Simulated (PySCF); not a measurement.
# RuO₂F: doublet, from a T-shaped (ligand arrangement 1) start

Aim: relax RuO₂F as a doublet from a T-shaped (ligand arrangement 1) start, check by its vibrations whether the end is a minimum, and collect its spectrum and constants.

Computed with PySCF 2.14.0. Level: PBE0, basis Ru def2-TZVP with ECP28, O def2-TZVP, F def2-TZVP, scalar-relativistic core potentials, no spin–orbit coupling, density fitting.

### 1 The starting structure

4 atoms, charge 0, spin multiplicity 2.

Bond lengths: Ru1–O2 1.710 Å, Ru1–O3 1.710 Å, Ru1–F4 1.890 Å. Angles: O2–Ru1–O3 176.0°, O2–Ru1–F4 88.0°, O3–Ru1–F4 88.0°.

```xyz
4
charge 0 multiplicity 2
Ru    0.0000    0.0000    0.0000
O     1.7090    0.0000    0.0597
O    -1.7090    0.0000    0.0597
F     0.0000    0.0000    1.8900
```

### 2 The SCF at the typed geometry

The steps below are one call of a driver around PySCF. For each, scf.py gives the equivalent set-up of the SCF; relaxations use the driver's own optimiser. After this first run the driver tries any further starts and a stability analysis.

Input file scf.py:

```python
from pyscf import gto, scf, dft
mol = gto.M(atom='''
Ru     0.000000     0.000000     0.000000
O      1.709000     0.000000     0.059700
O     -1.709000     0.000000     0.059700
F      0.000000     0.000000     1.890000''',
    basis={'Ru': 'def2-TZVP', 'O': 'def2-TZVP', 'F': 'def2-TZVP'},
    ecp={'Ru': 'def2-TZVP'},
    charge=0, spin=1)
mf = dft.UKS(mol, xc='PBE0')
mf.grids.atom_grid = (50, 194)
aux = {'Ru': 'def2-universal-JKFIT', 'O': 'def2-universal-JKFIT', 'F': 'def2-universal-JKFIT'}
mf = mf.density_fit(auxbasis=aux)
mf.conv_tol = 1e-08
mf.diis_space = 10
mf.max_cycle = 60
mf.init_guess = 'minao'
mf.verbose = 4
mf.kernel()
```

Run with:

```
$ OMP_NUM_THREADS=4 python axn.py task.json out
```

What it wrote:

```text
init E= -337.044098477419
[... the frontier-level lines of each cycle are left out ...]
cycle= 1 E= -344.793308236256  delta_E= -7.75  |g|= 0.635  |ddm|= 3.49
cycle= 2 E= -344.38389596699  delta_E= 0.409  |g|= 1.29  |ddm|= 1.03
cycle= 3 E= -344.854273386929  delta_E= -0.47  |g|= 0.501  |ddm|= 0.763
cycle= 4 E= -344.937853767297  delta_E= -0.0836  |g|= 0.162  |ddm|= 0.318
cycle= 5 E= -344.94612460833  delta_E= -0.00827  |g|= 0.065  |ddm|= 0.106
cycle= 6 E= -344.947701807176  delta_E= -0.00158  |g|= 0.00868  |ddm|= 0.0355
cycle= 7 E= -344.94777939964  delta_E= -7.76e-05  |g|= 0.00415  |ddm|= 0.013
cycle= 8 E= -344.947831512221  delta_E= -5.21e-05  |g|= 0.00203  |ddm|= 0.0138
cycle= 9 E= -344.94785266877  delta_E= -2.12e-05  |g|= 0.000904  |ddm|= 0.0101
cycle= 10 E= -344.947857051992  delta_E= -4.38e-06  |g|= 0.000323  |ddm|= 0.00453
cycle= 11 E= -344.947857593637  delta_E= -5.42e-07  |g|= 0.000147  |ddm|= 0.00175
cycle= 12 E= -344.947857646625  delta_E= -5.3e-08  |g|= 4.73e-05  |ddm|= 0.000487
cycle= 13 E= -344.947857657691  delta_E= -1.11e-08  |g|= 2.51e-05  |ddm|= 0.000265
cycle= 14 E= -344.947857659068  delta_E= -1.38e-09  |g|= 7.32e-06  |ddm|= 8.86e-05
Extra cycle  E= -344.947857658909  delta_E= 1.59e-10  |g|= 2.59e-05  |ddm|= 1.94e-05
converged SCF energy = -344.947857658909  <S^2> = 0.76580277  2S+1 = 2.0157408
```

This step, with its further starts and checks, needed 18 s of wall time on 4 threads of Arm Neoverse V1, shared host.

Energies from each starting density:

| start | energy (Eh) |
| --- | --- |
| the minimal-basis guess | -344.947858 |
| a thermally smeared density | -344.947858 |
| a smeared PBE density | -344.947858 |

No lower solution of this spin turned up from the other starts or in the test of internal stability.

### 3 T-shaped (ligand arrangement 1) start, doublet: relaxation

The program finds C2v symmetry in the start, which this walk keeps.

Edit scf.py of step 2 so:

```diff
@@ -3,4 +3,4 @@
-Ru     0.000000     0.000000     0.000000
-O      1.709000     0.000000     0.059700
-O     -1.709000     0.000000     0.059700
-F      0.000000     0.000000     1.890000''',
+Ru     0.000000     0.000000    -0.247342
+O      1.709000     0.000000    -0.187642
+O     -1.709000     0.000000    -0.187642
+F      0.000000     0.000000     1.642658''',
@@ -17 +16,0 @@
-mf.init_guess = 'minao'
```

Energy and gradient, step by step:

| step | energy (Eh) | change (kJ/mol) | largest symmetric gradient (Eh/bohr) |
| --- | --- | --- | --- |
| 0 | -344.947858 | 0.00 | 0.04400 |
| 1 | -344.961640 | -36.18 | 0.05144 |
| 2 | -344.995087 | -124.00 | 0.03883 |
| 3 | -344.998133 | -132.00 | 0.04427 |
| 4 | -345.002275 | -142.87 | 0.01154 |
| 5 | -345.002640 | -143.83 | 0.00150 |
| 6 | -345.002643 | -143.84 | 0.00017 |

The walk took 20 s.

Positions (Å) and forces (eV/Å) along the way:

```
step 0
Ru   0.000   0.000  -0.247   0.000   0.000   2.263
O    1.709   0.000  -0.188  -1.722   0.000  -1.186
O   -1.709   0.000  -0.188   1.722   0.000  -1.186
F    0.000   0.000   1.643   0.000   0.000   0.110
step 1
Ru   0.000   0.000  -0.179   0.000   0.000   2.645
O    1.665   0.000  -0.253   0.542   0.000  -1.327
O   -1.665   0.000  -0.253  -0.542   0.000  -1.327
F    0.000   0.000   1.706   0.000   0.000   0.008
step 3
Ru   0.000   0.000   0.108   0.000   0.000  -1.964
O    1.575   0.000  -0.525  -2.276   0.000   0.845
O   -1.575   0.000  -0.525   2.276   0.000   0.845
F    0.000   0.000   1.961   0.000   0.000   0.275
step 6
Ru   0.000   0.000   0.108   0.000   0.000  -0.009
O    1.521   0.000  -0.534  -0.005   0.000   0.003
O   -1.521   0.000  -0.534   0.005   0.000   0.003
F    0.000   0.000   1.980   0.000   0.000   0.003
```

After 6 steps and 143.8 kJ/mol it ends at C2v: Ru–F 1.872 Å, Ru–O 1.651 Å (×2); F–Ru–O 112.9° (×2), O–Ru–O 134.2°.

### 4 Frequencies

The point is checked on the finer grid, and tightened if its gradient asks for it. The Hessian and the dipole derivatives come from central differences of analytic gradients, with steps of 0.02 bohr.

Edit scf.py of step 3 so:

```diff
@@ -3,4 +3,4 @@
-Ru     0.000000     0.000000    -0.247342
-O      1.709000     0.000000    -0.187642
-O     -1.709000     0.000000    -0.187642
-F      0.000000     0.000000     1.642658''',
+Ru     0.000000     0.000000    -0.098432
+O      1.520758     0.000000    -0.740087
+O     -1.520758     0.000000    -0.740087
+F     -0.000000     0.000000     1.773416''',
@@ -11 +11 @@
-mf.grids.atom_grid = (50, 194)
+mf.grids.atom_grid = (75, 302)
@@ -14 +14 @@
-mf.conv_tol = 1e-08
+mf.conv_tol = 1e-10
```

The driver hands on the density of the step before, so the log starts near convergence.

SCF at the final geometry:

```text
init E= -345.002634303384
[... the frontier-level lines of each cycle are left out ...]
cycle= 1 E= -345.002634303325  delta_E= 5.92e-11  |g|= 1.37e-05  |ddm|= 7.63e-06
cycle= 2 E= -345.002634302365  delta_E= 9.6e-10  |g|= 5.32e-05  |ddm|= 2.88e-05
cycle= 3 E= -345.002634303371  delta_E= -1.01e-09  |g|= 7.26e-06  |ddm|= 2.43e-05
cycle= 4 E= -345.00263430339  delta_E= -1.83e-11  |g|= 1.17e-06  |ddm|= 3.53e-06
Extra cycle  E= -345.002634303385  delta_E= 4.43e-12  |g|= 3.8e-06  |ddm|= 2.33e-06
converged SCF energy = -345.002634303385  <S^2> = 0.75623197  2S+1 = 2.0062223
```

The whole step took 71 s.

Geometry: C2v; Ru–F 1.872 Å, Ru–O 1.651 Å (×2); F–Ru–O 112.9° (×2), O–Ru–O 134.2°.

Harmonic modes (main isotopes):

| symmetry | ω (cm⁻¹) | IR (km/mol) | μ (u) | type |
| --- | --- | --- | --- | --- |
| b2 | 186 | 9.8 | 19.41 | bend |
| b1 | 233 | 17.3 | 22.47 | bend |
| a1 | 306 | 3.6 | 17.90 | bend |
| a1 | 658 | 93.1 | 21.95 | stretch |
| b2 | 1023 | 345 | 19.42 | stretch |
| a1 | 1044 | 36.2 | 16.70 | stretch |

All wavenumbers are real: a minimum.

Properties at this point:

* Dipole moment: 1.23 D
* Highest occupied level: -8.29 eV
* Lowest empty level: -5.33 eV
* Rotational constants: 0.2279, 0.2154, 0.1107 cm⁻¹
* Zero-point energy: 20.6 kJ/mol
* Principal polarisabilities: 22.8, 35.4, 50.3 bohr³
* Atomisation energy without zero-point energy: 1299 kJ/mol
* Principal traceless quadrupole moments about the centre of mass: -4.34, -3.19, 7.53 D Å
* Entropy at 298.15 K and 1 bar (electronic part: spin only): 302.3 J/(mol K)
* Heat capacity Cp at 298.15 K: 62.2 J/(mol K)
* Enthalpy at 298.15 K above 0 K: 14.39 kJ/mol
* Rotational symmetry number: 2
* Spin squared ⟨S²⟩: 0.756

Charges (e) and bond orders:

```csv
atom,Mulliken,Löwdin,polar tensor,spin (Mulliken),Mayer order to Ru1
Ru1,1.52,0.81,1.94,1.00,–
"O2,3",-0.51,-0.25,-0.67,-0.01,1.72
F4,-0.49,-0.31,-0.60,0.02,0.69
```

Mulliken populations on Ru1 (outside its core potential): s 2.27, p 6.20, d 5.96, f 0.04.

### 5 What came out

| quantity | value |
| --- | --- |
| minimum | doublet, C2v |
| geometry | Ru–F 1.872 Å, Ru–O 1.651 Å (×2); F–Ru–O 112.9° (×2), O–Ru–O 134.2° |
| wavenumbers (cm⁻¹) | 186 (b2), 233 (b1), 306 (a1), 658 (a1), 1023 (b2), 1044 (a1) |
| dipole moment | 1.23 D |
| highest occupied, lowest empty level (either spin) | -8.29, -5.33 eV |
| polar-tensor charge of Ru1 | +1.94 e |
| zero-point energy | 20.6 kJ/mol |
| entropy at 298.15 K | 302.3 J/(mol K) |
| atomisation energy (no zero-point energy) | 1299 kJ/mol |
| ⟨S²⟩ | 0.756 |

The T-shaped (ligand arrangement 1) start keeps its C2v symmetry and ends in a minimum. The strongest infrared band lies at 1023 cm⁻¹ (b2, stretch). Most of the spin sits on Ru1 (Mulliken spin 1.00, against 1 for the whole molecule). Only this shape and spin were tried, so other structures or states may lie lower. Open d and f shells are described by one determinant, and the ground state may have another occupation or spin.

The search up to here took 1.8 min.
